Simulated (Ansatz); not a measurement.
**CH9NOSi2: how energies converge with the basis set**

The task here is to estimate one member of a computed series from the others.

Computed with Ansatz 0.2.0, Gaussian basis. Level: one geometry, several basis sets.

The runs, in order: PBE0-D4/def2-SVP; ωB97M-V/def2-SVP; PBE0-D4/def2-QZVPP; ωB97M-V/def2-QZVPP; CCSD(T)/cc-pV(D+d)Z; CCSD(T)/cc-pV(T+d)Z; MP2/cc-pV(Q+d)Z; the functionals' def2-TZVPP values are taken from earlier runs.

### The relaxed structure

An earlier PBE0-D4 in a triple-zeta def2 set relaxation fixed the geometry.

SMILES `CO[SiH](N)[SiH3]`, 14 atoms, charge 0, spin multiplicity 1.

Atoms are counted from 1 here; the program's logs count them from 0.

Bond lengths: C1–O2 1.407 Å, C1–H6 1.097 Å, C1–H7 1.096 Å, C1–H8 1.091 Å, O2–Si3 1.652 Å, Si3–N4 1.704 Å, Si3–Si5 2.347 Å, Si3–H9 1.492 Å, N4–H10 1.007 Å, N4–H11 1.007 Å, Si5–H12 1.491 Å, Si5–H13 1.488 Å, Si5–H14 1.490 Å. Angles: O2–C1–H6 111.6°, O2–C1–H7 111.7°, O2–C1–H8 108.4°, H6–C1–H7 108.3°, H6–C1–H8 108.4°, H7–C1–H8 108.3°, C1–O2–Si3 122.7°, O2–Si3–N4 112.1°, O2–Si3–Si5 110.3°, O2–Si3–H9 107.4°, N4–Si3–Si5 107.4°, N4–Si3–H9 107.8°, Si5–Si3–H9 111.8°, Si3–N4–H10 120.9°, Si3–N4–H11 120.7°, H10–N4–H11 111.4°, Si3–Si5–H12 110.0°, Si3–Si5–H13 111.3° and more.

Set-up of the first run:

in.yaml reads:

```yaml
crystal:
  periodic: [false, false, false]
  atoms:
    - {symbol: C, position_ang: [0.266947, -0.462418, 2.190936]}
    - {symbol: O, position_ang: [0.620163, -0.856528, 0.887223]}
    - {symbol: Si, position_ang: [-0.312935, -0.512784, -0.432003]}
    - {symbol: N, position_ang: [0.189578, -1.372077, -1.815522]}
    - {symbol: Si, position_ang: [-0.189653, 1.774908, -0.942451]}
    - {symbol: H, position_ang: [-0.743153, -0.798665, 2.455522]}
    - {symbol: H, position_ang: [0.310091, 0.626538, 2.310792]}
    - {symbol: H, position_ang: [0.974047, -0.912952, 2.889675]}
    - {symbol: H, position_ang: [-1.708832, -0.934514, -0.113954]}
    - {symbol: H, position_ang: [0.024313, -2.362332, -1.898229]}
    - {symbol: H, position_ang: [1.013868, -1.094334, -2.322230]}
    - {symbol: H, position_ang: [1.087407, 2.070800, -1.652973]}
    - {symbol: H, position_ang: [-1.317477, 2.194109, -1.818561]}
    - {symbol: H, position_ang: [-0.227265, 2.610951, 0.290477]}
basis:
  gaussian: {orbitals: def2-SVP}
hamiltonian: {xc: pbe0, dispersion: d4}
output: {orbitals: {seedname: orbitals}}
```

Command:

```
$ ansatz run in.yaml --threads 2 --pin off --events-out ev --progress --plain --max-ram 20480MiB --backend cpu
```

Among the steps run: PBE0-D4 in def2-SVP; ωB97M-V in def2-SVP; PBE0-D4 in def2-QZVPP; ωB97M-V in def2-QZVPP.

One table of the session follows, with a row left open; its other results are not shown here.

| functional | basis | HOMO (eV) | LUMO (eV) |
| --- | --- | --- | --- |
| PBE0-D4 | def2-SVP | -7.31 | 0.53 |
| PBE0-D4 | def2-TZVPP | ? | ? |
| PBE0-D4 | def2-QZVPP | -7.45 | -0.06 |
| ωB97M-V | def2-SVP | -9.43 | 2.37 |
| ωB97M-V | def2-TZVPP | -9.55 | 1.73 |
| ωB97M-V | def2-QZVPP | -9.58 | 1.39 |

Q: Estimate the row for PBE0-D4, def2-TZVPP from the others.

The run gave: HOMO (eV): -7.42; LUMO (eV): 0.08. In the column «HOMO (eV)» it lies between PBE0-D4, def2-QZVPP (-7.45) and PBE0-D4, def2-SVP (-7.31).
